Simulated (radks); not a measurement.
# Ge⁺ in [Ar] 3d10 4s2 4p1: an all-electron calculation

An exercise on one series of results from a longer session: the logs are not shown, and one member is left open.

The numbers are computed with radks (a radial shooting solver on a logarithmic mesh, Libxc functionals) version 1 (Dirac Kohn-Sham, PW91, spin-unpolarised, spherical densities, finite nucleus; open shells are shared between the two j in proportion to 2j + 1), except any that are marked as measured or tabulated.

## Starting point

```
element            : germanium (Z = 32)
charge             : +1
electrons          : 31
configuration      : [Ar] 3d10 4s2 4p1
nuclear rms radius : 4.0742 fm
```

The outer shells:

Ge⁺
```
[Ar] core
3d [↑↓][↑↓][↑↓][↑↓][↑↓]
4s [↑↓]
4p [↑ ][  ][  ]
```

Set-up of the first run:

Settings of this run:

```text
Z 32
configuration [Ar] 3d10 4s2 4p1 5s0 4d0
relativity Dirac
functional pw91,pw91
spin unpolarised
j_filling average
nucleus finite rms 4.0742 fm
c 137.035999084
```

Among the steps run: Self-consistent calculation.

One table of the session follows, with a row left open; its other results are not shown here.

It belongs to the step «Shells». Radial moments (bohr):

```
level      <r>  outermost maximum (interpolated)  90 % within  nodes
1s1/2  0.04700                            0.0307       0.0840      0
2s1/2   0.2098                             0.176        0.325      1
2p1/2   0.1812                             0.139        0.297      0
2p3/2   0.1848                             0.142        0.302      0
3s1/2   0.6241                             0.542        0.934      2
3p1/2   0.6397                             0.537        0.984      1
3p3/2        ?                                 ?            ?      ?
3d3/2   0.7318                             0.502         1.24      0
3d5/2   0.7370                             0.504         1.25      0
4s1/2    2.026                              1.71         3.03      3
4p1/2    2.526                              2.06         3.87      2
4p3/2    2.566                              2.09         3.93      2
5s1/2    5.410                              5.04         7.74      4
```

Estimate the missing values for 3p3/2.

The run gave: <r>: 0.6504; outermost maximum (interpolated): 0.546; 90 % within: 1.00; nodes: 1. In the column «<r>» it lies between 3p1/2 (0.6397) and 3d3/2 (0.7318).

To keep in mind: Spin polarisation and multiplet splitting are left out.
